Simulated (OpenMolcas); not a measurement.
# GaF3 (SMILES [F][Ga]([F])[F]): HF/ANO-RCC-VDZP (DKH2, RICD fitting)

We compute a structure relaxation of GaF3. 

The results are computed with OpenMolcas 26.06.

3 further runs of the same task are left out: 3 set aside as unsound or not needed.

### 1 The system as given

GaF3 has 4 atoms, charge 0, and is taken as a singlet. As SMILES, `[F][Ga]([F])[F]`. The shape comes from GFN2-xTB, which is rough for such elements, and wasn't checked as a minimum. The run starts from this shape.

Bond lengths: F1–Ga2 1.732 Å, Ga2–F3 1.732 Å, Ga2–F4 1.732 Å. Angles: F1–Ga2–F3 120.2°, F1–Ga2–F4 120.1°, F3–Ga2–F4 119.7°.

### 2 A geometry optimisation at HF/ANO-RCC-VDZP (DKH2, RICD fitting)

The input, run.input:

```
&GATEWAY
 XBAS
 F.ANO-RCC-VDZP
 Ga.ANO-RCC-VDZP
 End of Basis
 ZMAT
 F1
 Ga2 1 1.732464
 F3 2 1.731814 1 120.21201
 F4 2 1.731737 3 119.72426 1 -179.67369
 End of ZMAT
 RICD
>>> EXPORT MOLCAS_MAXITER=50
>>> Do While

&SEWARD
 RELATIVISTIC
 R02E00

&SCF
 PRORBITALS
 0

&SLAPAF
>>> EndDo
```

Started as:

```sh
$ export MOLCAS_MEM=1860
$ pymolcas run.input > run.log
```

Standard output:

```text
--- Start Module: gateway ---
[...]
--- Stop Module: gateway /rc=_RC_ALL_IS_WELL_ ---
[...]
      Basis functions           69
[...]
       Convergence after  11 Iterations
[...]
::    Total SCF energy                              -2240.9400722890
[...]
 *              Molecular gradients               *
 **************************************************
  Irreducible representation: a
 ------------------------------------------------------------------------------------------
                              X                       Y                       Z
 ------------------------------------------------------------------------------------------
  F1               -6.20094856614026E-05    9.34494019652820E-05   -1.44551369248553E-02
  GA2               3.87759280784175E-05   -3.49785165685040E-04    1.19457478616081E-04
  F3                1.20036892860753E-02    9.40039050548024E-05    7.23140131657019E-03
  F4               -1.19804557285619E-02    1.62331858664183E-04    7.10427812967396E-03
 ------------------------------------------------------------------------------------------
[...]
--- Start Module: slapaf ---
[...]
 Geometry is converged in   4 iterations to a Minimum Structure
*****************************************************************************************************************
*****************************************************************************************************************
++ Geometry section
********************************************************************************
  Geometrical information of the final structure
********************************************************************************
  NOTE: on convergence the final predicted structure will be printed here.
  This is not identical to the structure printed in the head of the output.
 *********************************************************
[...]
--- Stop Module: slapaf /rc=_RC_INVOKED_OTHER_MODULE_ ---
--- Start Module: last_energy ---
[...]
       Convergence after   5 Iterations
[...]
::    Total SCF energy                              -2240.9410103483
[...]
      Total spin, S                                     0.0000000000
[...]
      Total electronic charge=   58.000000
      Total            charge=   -0.000000
[...]
      Dipole Moment (debye):
      Origin of the operator (angstrom)=   -0.0004    0.0023    1.7338
                   X=  3.3615E-03               Y=  3.6850E-03               Z= -1.0729E-02           Total=  1.1832E-02
      Quadrupole Moment (debye*angstrom):
[...]
--- Stop Module: last_energy /rc=_RC_ALL_IS_WELL_ ---
[...]
```

Run time: 37 s. Hardware: 1 thread of Arm Neoverse V1, shared host.

Step by step:

| step | energy from the first frame kept (eV) | largest force (eV/Å) |
| --- | --- | --- |
| 0 | 0.0000 | 0.7433 |
| 1 | -0.0199 | 0.2932 |
| 2 | 0.0196 | 0.6451 |
| 3 | -0.0255 | 0.0090 |

After the run. Bond lengths: F1–Ga2 1.710 Å, Ga2–F3 1.710 Å, Ga2–F4 1.710 Å. Angles: F1–Ga2–F3 120.1°, F1–Ga2–F4 120.0°, F3–Ga2–F4 119.9°.

### 3 Outcome

At HF/ANO-RCC-VDZP (DKH2, RICD fitting):

```
               quantity           value
total energy at the end  -2240.94101 Eh
          dipole moment          0.01 D
            HOMO energy       -17.52 eV
            LUMO energy         1.13 eV
          HOMO–LUMO gap        18.64 eV
```

What this shows: At the final geometry: Bond lengths: F1–Ga2 1.710 Å, Ga2–F3 1.710 Å, Ga2–F4 1.710 Å. Angles: F1–Ga2–F3 120.1°, F1–Ga2–F4 120.0°, F3–Ga2–F4 119.9°. The optimisation took 3 steps and changed the energy by -0.026 eV.
